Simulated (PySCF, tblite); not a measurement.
# AsH₃F₂, a complex of two parts: NMR shifts, interaction energy, infrared bands, spin-spin couplings, core binding energies and electronic excitations

An exercise on one series of results from a longer session: the logs are not shown, and one member is left open.

Programs: tblite 0.8.0 and PySCF 2.14.0. All values are calculated, for the isolated system unless a continuum is named. Atoms count from 0, parts from 1.

## The system as given

6 atoms, charge 0, multiplicity 1; geometry: rigid parts in contact. Parts: 1 = atoms 0–3, `F[AsH2]`, charge 0; 2 = atoms 4–5, `F`, charge 0.

The first run:

Job settings and geometry (Å):

```
{"job": {"kind": "dock", "xc": "GFN2-xTB", "basis": "xTB"}, "charge": 0, "multiplicity": 1, "parts": [{"atoms": "0-3", "charge": 0, "multiplicity": 1}, {"atoms": "4-5", "charge": 0, "multiplicity": 1}]}
As    -0.105439     0.007114     0.669484
F      1.453243    -0.069631    -0.211014
H     -0.724027    -1.020119    -0.225852
H     -0.623777     1.082636    -0.232618
F      0.012057    -2.507815     1.632179
H      0.184072    -3.406606     1.453048
```

Level: GFN2-xTB search for minima from random contacts, gas phase.

Started as:

```sh
$ OMP_NUM_THREADS=1 python cluster_run.py task.json out
```

One launch serves the whole session: the jobs run in the order shown.

Among the steps run: Bringing the parts together with GFN2-xTB; Geometry optimisation at PBE0-D3(BJ)/def2-TZVPD; Nuclear shieldings: PBE0/pcSseg-2; Coupled-cluster interaction energy: CCSD(T) and MP2.

One table of the session follows, with a row left open; its other results are not shown here.

It belongs to the step «Coupled-cluster interaction energy: CCSD(T) and MP2». 

| method | interaction energy (kcal/mol) |
| --- | --- |
| HF/aug-cc-pVDZ | ? |
| MP2/aug-cc-pVDZ | -5.30 |
| CCSD/aug-cc-pVDZ | -5.31 |
| CCSD(T)/aug-cc-pVDZ | -5.39 |
| HF/aug-cc-pVQZ | -5.32 |
| MP2/aug-cc-pVQZ | -5.95 |
| SCS-MP2/aug-cc-pVQZ | -5.48 |
| MP2, extrapolated | -6.09 |
| CCSD(T), limit estimate | -6.17 |

**Question.** Estimate the row for HF/aug-cc-pVDZ.

The run gave: interaction energy (kcal/mol): -5.29. In the column «interaction energy (kcal/mol)» it is the highest.

To keep in mind: The interaction energy leaves out the deformation of the parts, 0.46 kcal/mol (MP2); added to the CCSD(T) estimate it gives a binding of about -5.72 kcal/mol.
